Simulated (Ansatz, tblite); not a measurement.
# The cluster Li7Sn2: one state, many levels

Aim: run the doublet of the cluster Li7Sn2 at one geometry on many levels, and compare frontier levels, spin and run time.

The runs use Ansatz 0.2.0, Gaussian basis; as each input shows.

Levels to be run: GFN1-xTB, GFN2-xTB, PBE-D4/def2-TZVP, r2SCAN-D4/def2-TZVP, ωB97M-V/def2-TZVP, PBE-QIDH/def2-TZVP, PBE+10HF/def2-SVP, PBE+15HF/def2-SVP, PBE+40HF/def2-SVP, PBE-D4/def2-SVP, PBE0-D4/def2-SVP, PBE0-D4/def2-TZVPD, PBE-D4/def2-TZVPD, r2SCAN-D4/def2-TZVPD, CCSD(T)/def2-SVP, MP2/def2-TZVP, RPA/def2-TZVP.

3 further runs of the same task are left out: 1 that didn't finish, 2 set aside as unsound or not needed. Runs told in other sessions of the task aren't counted.

### Step 1. The structure

The doublet was relaxed beforehand with B3LYP-D4/def2-SVP. At that level it is the lowest of the isomers that a small search found.

9 atoms, charge 0, spin multiplicity 2.

Bond lengths: Li1–Li3 2.998 Å, Li1–Li7 2.988 Å, Li1–Sn8 2.704 Å, Li2–Li3 3.010 Å, Li2–Li7 2.992 Å, Li2–Sn9 2.700 Å, Li3–Li6 3.059 Å, Li3–Li7 2.752 Å, Li3–Sn8 2.823 Å, Li3–Sn9 2.825 Å, Li4–Sn8 2.694 Å, Li4–Sn9 2.691 Å, Li5–Sn8 2.693 Å, Li5–Sn9 2.694 Å, Li6–Li7 3.057 Å, Li7–Sn8 2.822 Å, Li7–Sn9 2.823 Å. Angles: Li3–Li1–Li7 54.8°, Li3–Li1–Sn8 59.1°, Li7–Li1–Sn8 59.2°, Li3–Li2–Li7 54.6°, Li3–Li2–Sn9 59.0°, Li7–Li2–Sn9 59.2°, Li1–Li3–Li2 119.5°, Li1–Li3–Li6 67.4°, Li1–Li3–Li7 62.4°, Li1–Li3–Sn8 55.3°, Li1–Li3–Sn9 112.9°, Li2–Li3–Li6 67.1°, Li2–Li3–Li7 62.4°, Li2–Li3–Sn8 112.7°, Li2–Li3–Sn9 55.0°, Li6–Li3–Li7 63.2°, Li6–Li3–Sn8 112.6°, Li6–Li3–Sn9 112.3° and more.

Sn takes a core potential in the def2 sets. No spin-orbit coupling is included.

PBE0-D4/def2-TZVP was run before; its log isn't repeated, and its numbers join the tables.

### Step 2. GFN1-xTB

Tight binding, by tblite at 300 K electronic temperature and without a spin-polarisation term:

```python
tblite.interface.Calculator('GFN1-xTB', numbers, positions, charge=0, uhf=1).singlepoint()
```

Energy -212.1430 eV; 0.011 s.

### Step 3. GFN2-xTB

Tight binding, by tblite at 300 K electronic temperature and without a spin-polarisation term:

```python
tblite.interface.Calculator('GFN2-xTB', numbers, positions, charge=0, uhf=1).singlepoint()
```

Energy -165.0442 eV; 0.018 s.

### Step 4. PBE-D4/def2-TZVP

start.molden holds the orbitals of an earlier run on this state, given as this run's starting guess.

Contents of in.yaml:

```yaml
crystal:
  periodic: [false, false, false]
  atoms:
    - {symbol: Li, position_ang: [-0.070364, -0.374420, 2.900321]}
    - {symbol: Li, position_ang: [0.553291, -2.110463, -1.949465]}
    - {symbol: Li, position_ang: [-1.223543, -0.979347, 0.200344]}
    - {symbol: Li, position_ang: [-1.964774, 2.199661, -1.042117]}
    - {symbol: Li, position_ang: [1.057780, 2.777622, -0.860871]}
    - {symbol: Li, position_ang: [0.606875, -3.208189, 1.220892]}
    - {symbol: Li, position_ang: [1.465776, -0.410753, 0.338079]}
    - {symbol: Sn, position_ang: [-0.399349, 1.579916, 1.060679]}
    - {symbol: Sn, position_ang: [-0.025701, 0.525972, -1.867862]}
basis:
  gaussian: {orbitals: def2-TZVP, initial_orbitals: start.molden}
magnetization: {spin_polarized: true, initial_magnetization: 1}
hamiltonian: {xc: pbe, dispersion: d4}
scf: {omitted_lower_state_checks: [starts]}
output: {orbitals: {seedname: orbitals}}
```

The run is started by

```
$ ansatz run in.yaml --threads 4 --pin off --events-out ev --progress --plain --max-ram 8704MiB
```

After this run come: r2SCAN-D4/def2-TZVP; ωB97M-V/def2-TZVP; PBE-QIDH/def2-TZVP; PBE+10HF/def2-SVP; PBE+15HF/def2-SVP; PBE+40HF/def2-SVP; PBE-D4/def2-SVP; PBE0-D4/def2-SVP; PBE0-D4/def2-TZVPD; PBE-D4/def2-TZVPD; r2SCAN-D4/def2-TZVPD; CCSD(T)/def2-SVP; MP2/def2-TZVP; RPA/def2-TZVP.

Q: Predict the results of all the runs planned. Wanted: gap in def2-TZVP, named functionals, smallest and largest; gap over the share of exact exchange; correlation energy, CCSD(T)/def2-SVP; correlation energy, MP2/def2-TZVP; binding an atom, functionals in def2-TZVP; ⟨S²⟩ in def2-TZVP, named functionals, smallest and largest; PBE0 total energy, smallest basis above largest.

As calculated:

| quantity | value |
| --- | --- |
| gap in def2-TZVP, named functionals, smallest and largest | 0.46 eV (PBE-D4), 4.46 eV (ωB97M-V) |
| gap over the share of exact exchange | 0.46 eV at 0, 2.47 eV at 0.4 |
| correlation energy, CCSD(T)/def2-SVP | -9.79 eV |
| correlation energy, MP2/def2-TZVP | -25.86 eV |
| binding an atom, functionals in def2-TZVP | 1.47 (PBE-QIDH) to 1.54 eV (PBE-D4) |
| ⟨S²⟩ in def2-TZVP, named functionals, smallest and largest | 0.755, 0.765 |
| PBE0 total energy, smallest basis above largest | 1.44 eV (def2-SVP, def2-TZVPD) |

Over the named functionals in def2-TZVP the gap runs from 0.46 eV (PBE-D4) to 4.46 eV (ωB97M-V); exact exchange widens it. Raising the share of exact exchange from 0 to 0.4 moves the HOMO by -0.98 eV and the LUMO by +1.02 eV. Over the named functionals in def2-TZVP spin contamination reaches 0.02 (r2SCAN-D4), which is small. Notes on CCSD(T)/def2-SVP: large T1 diagnostic, spin contamination.
